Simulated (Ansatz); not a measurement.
# YIr2: the cost of one run

Computed with Ansatz 0.2.0 (DFT PBEsol, scalar-relativistic, plane waves, PAW, unless a step's input says otherwise).

## Step 1: Starting point

It takes space group Fd-3m (No. 227, cubic). The conventional cell has a = 7.493 Å, b = 7.493 Å, c = 7.493 Å, α = 90.00°, β = 90.00°, γ = 90.00°. Y (site symmetry -43m) has 12 Ir at 3.11 Å and 4 Y at 3.24 Å as nearest neighbours. Ir (site symmetry -3m) is surrounded by 6 Ir at 2.65 Å.

As a file:

```
Y Ir
1.0
     0.00000    3.74658    3.74658
     3.74658    0.00000    3.74658
     3.74658    3.74658    0.00000
Y Ir
2 4
Direct
  0.50000 0.50000 0.50000
  0.75000 0.75000 0.75000
  0.12500 0.12500 0.12500
  0.62500 0.12500 0.12500
  0.12500 0.12500 0.62500
  0.12500 0.62500 0.12500
```

It is the result of an earlier relaxation at this level (volume 17.53 Å³/atom; gap on the mesh: none (metal)).

## Step 2: Volume × 0.97

input.yaml

```yaml
crystal:
  lattice:
    - [0.0, 3.7087315842, 3.7087315842]
    - [3.7087315842, 0.0, 3.7087315842]
    - [3.7087315842, 3.7087315842, 0.0]
  atoms:
    - { symbol: "Y", position: [0.5, 0.5, 0.5] }
    - { symbol: "Y", position: [0.75, 0.75, 0.75] }
    - { symbol: Ir, position: [0.125, 0.125, 0.125] }
    - { symbol: Ir, position: [0.625, 0.125, 0.125] }
    - { symbol: Ir, position: [0.125, 0.125, 0.625] }
    - { symbol: Ir, position: [0.125, 0.625, 0.125] }
basis:
  ecutwfc: 420
kpoints:
  mp_grid: { grid: [8, 8, 8] }
hamiltonian:
  xc: pbesol
scf:
  occupations: { method: gaussian, width: 0.1 }
output:
  forces: true
  stress: true
  eigenvalues: true
```

On the command line:

```
ansatz run input.yaml --threads 1 --pin off --max-ram 2560MiB --backend cpu --events-out ev --progress --plain --runs-dir out
```

What time and memory should one allow on 1 thread of Arm Neoverse V1, shared host?

About 7.1 s, with a peak of 0.42 GiB.
